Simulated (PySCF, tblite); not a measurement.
# C₄H₆GeNSi radical: geometry, infrared bands and EPR parameters

Aim: predict the infrared bands and EPR parameters of C₄H₆GeNSi radical (`N#[C][GeH][C]#CC[SiH3]`).

Programs: tblite 0.8.0 and PySCF 2.14.0, with density-fitted response routines of our own. Each step states its level of theory. These are calculated values for one molecule in the gas phase, unless marked as measured. Atoms count from 0, in the outputs and in this text.

## (1) Starting geometry

13 atoms, charge 0, multiplicity 2; geometry from: force field or distance geometry start.

Bonds of the start (Å): N0–C1 1.18, C1–Ge2 1.88, Ge2–C3 1.91, C3–C4 1.21, C4–C5 1.48, C5–Si6 1.86, Ge2–H7 1.53, C5–H8 1.11, C5–H9 1.10, Si6–H10 1.47, Si6–H11 1.48, Si6–H12 1.48.

## (2) Optimising the geometry with GFN2-xTB

What the job is given:

```
{"job": {"kind": "relax", "xc": "GFN2-xTB", "basis": "xTB"}, "charge": 0, "multiplicity": 2}
N      4.249300     0.401300     1.929800
C      3.678700     0.621800     0.915400
Ge     2.791300     0.976600    -0.700200
C      1.073600     0.152400    -0.680900
C     -0.010300    -0.390600    -0.627100
C     -1.345600    -1.037400    -0.565900
Si    -2.561800     0.218600     0.069200
H      3.601400     0.562400    -1.926500
H     -1.285700    -1.960700     0.038800
H     -1.619600    -1.252100    -1.614300
H     -3.377000     0.652600    -1.076300
H     -1.774100     1.340900     0.616400
H     -3.424600    -0.285300     1.158700
```

Run with:

```
OMP_NUM_THREADS=1 python probes_run.py task.json out
```

The driver reads the jobs from task.json and runs them one after another.

**Question.** This job is followed by: GFN2-xTB harmonic vibrations, gas phase; UKS B3LYP, def2-TZVP-core on Ge, pcH-1 on C H N Si, non-relativistic, mean-field spin-orbit, GIAO. What will the session give for the following? strongest single infrared mode (GFN2-xTB); zero-point energy (GFN2-xTB); g(iso) (B3LYP); ⟨S²⟩; largest a(iso) (averaged by class); surface potential, 1st and 99th percentile.

The runs gave:

| quantity | value |
| --- | --- |
| strongest single infrared mode (GFN2-xTB) | 1585 cm⁻¹, 557 km/mol |
| zero-point energy (GFN2-xTB) | 46.1 kcal/mol |
| g(iso) (B3LYP) | 2.00656 |
| ⟨S²⟩ | 0.754 (exact 0.75) |
| largest a(iso) (averaged by class) | 73Ge on Ge2, -321.5 MHz |
| surface potential, 1st and 99th percentile | -1.88 V and 1.47 V |

What this shows: Relaxing lowered the energy by 0.471 eV in 121 steps; the close pair that moved most is C1–Ge2, from 1.877 to 1.949 Å. All 33 modes are real, so the xTB geometry is a minimum. The strongest single mode, at 1585 cm⁻¹, moves mainly H7. GFN2-xTB is a fitted tight-binding method: band positions and strengths are rough. Its intensities can rank the bands wrongly. Most of the unpaired spin sits on Ge2 (0.68 e). The isotropic g lies 4.2 ppt above the free-electron value. The hyperfine terms hold no scalar relativity, which the heavier nuclei need.
